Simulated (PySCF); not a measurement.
# H2 under other conditions

How does H2 answer to another spin, charge, distance or environment?

Computed with PySCF 2.14.0. Level: each script names its method and basis.

2 further runs of the same task are left out: 2 that didn't finish.

### 1 The system as given

H2: 2 atoms, charge 0, spin multiplicity 1.

Bond lengths: H1–H2 0.736 Å.

### 2 The base run

Input file input.py:

```python
from pyscf import gto, dft

mol = gto.M(
    atom='H 0 0 0; H 0 0 0.736',
    basis='lanl2dz',
    charge=0,
    spin=0,
    symmetry=True,
    verbose=3,
)
mf = dft.RKS(mol, xc='m062x')
mf.kernel()
g = mf.nuc_grad_method()
g.grid_response = True
g.kernel()
mf.dip_moment()
print('orbital energies (hartree):', mf.mo_energy[..., max(0, mol.nelec[1]-3):mol.nelec[0]+3].round(4))
```

On the command line:

```
$ OMP_NUM_THREADS=1 python input.py
```

The log of this run is left out.

It gives: E(SCF) = -1.162944 Eh, μ = 0.00 D, gradient on the second atom -0.0014 Eh/bohr.

The bond length is a typed value, not an optimised one.

### 3 Triplet (UKS)

Edit 1 changes spin (2S): 0 → 2; SCF type: RKS → UKS.

Input file input.py:

```python
from pyscf import gto, dft

mol = gto.M(
    atom='H 0 0 0; H 0 0 0.736',
    basis='lanl2dz',
    charge=0,
    spin=2,
    symmetry=True,
    verbose=3,
)
mf = dft.UKS(mol, xc='m062x')
mf.kernel()
g = mf.nuc_grad_method()
g.grid_response = True
g.kernel()
mf.dip_moment()
print('orbital energies (hartree):', [e[max(0, n-3):n+3].round(4) for e, n in zip(mf.mo_energy, mol.nelec)])
```

On the command line:

```
$ OMP_NUM_THREADS=1 python input.py
```

### 4 PCM, ε = 78.36

Edit 2 changes solvent: none (gas phase) → PCM, ε = 78.36.

input.py: that of step 2 with these lines changed.

```diff
@@ -1,2 +1,2 @@
-from pyscf import gto, dft
+from pyscf import gto, dft, solvent
 
@@ -11,6 +11,6 @@
 mf = dft.RKS(mol, xc='m062x')
+mf = solvent.PCM(mf)
+mf.with_solvent.eps = 78.36
 mf.kernel()
-g = mf.nuc_grad_method()
-g.grid_response = True
-g.kernel()
+mf.nuc_grad_method().kernel()
 mf.dip_moment()
```

### 5 Charge -1 (doublet, UKS)

Edit 3 changes charge: 0 → -1; spin (2S): 0 → 1; SCF type: RKS → UKS.

Input file input.py:

```python
from pyscf import gto, dft

mol = gto.M(
    atom='H 0 0 0; H 0 0 0.736',
    basis='lanl2dz',
    charge=-1,
    spin=1,
    symmetry=True,
    verbose=3,
)
mf = dft.UKS(mol, xc='m062x')
mf.kernel()
g = mf.nuc_grad_method()
g.grid_response = True
g.kernel()
mf.dip_moment()
print('orbital energies (hartree):', [e[max(0, n-3):n+3].round(4) for e, n in zip(mf.mo_energy, mol.nelec)])
```

### 6 Electric field -0.01 a.u.

Edit 4 changes electric field: none → -0.01 a.u.; point-group symmetry: on → off; step after the SCF: gradient → analyze.

Input file input.py:

```python
from pyscf import gto, dft

mol = gto.M(
    atom='H 0 0 0; H 0 0 0.736',
    basis='lanl2dz',
    charge=0,
    spin=0,
    verbose=3,
)
mf = dft.RKS(mol, xc='m062x')
field = -0.01  # electric field along z, atomic units
h = mf.get_hcore() + field*mol.intor('int1e_r')[2]
mf.get_hcore = lambda *args: h
e_nuc = mol.energy_nuc() - field*mol.atom_charges() @ mol.atom_coords()[:, 2]
mf.energy_nuc = lambda *args: e_nuc
mf.kernel()
mf.analyze()
print('orbital energies (hartree):', mf.mo_energy[..., max(0, mol.nelec[1]-3):mol.nelec[0]+3].round(4))
```

Before running it: what results should come out? Wanted: for each run, E(SCF); from base; gap, α spin.

The runs gave:

```csv
run,E(SCF) (hartree),from base (eV),"gap, α spin (eV)"
base,-1.162944,0,18.47
triplet (UKS),-0.745169,+11.3682,18.54
"PCM, ε = 78.36",-1.163122,-0.0048,18.53
"charge -1 (doublet, UKS)",-0.915122,+6.7436,18.65
electric field -0.01 a.u.,-1.163245,-0.0082,18.47
```

**Reading.** Of the runs whose energies can be compared, “triplet (UKS)” moves the SCF energy most (+11.368 eV). The triplet solution found lies 11.37 eV above the base singlet at this geometry and level. A continuum solvent with ε = 78.36 lowers the energy by 0.005 eV. At the SCF level, adding an electron (to the doublet) costs 6.74 eV at fixed geometry; correlation, diffuse functions and relaxation can still bind it.
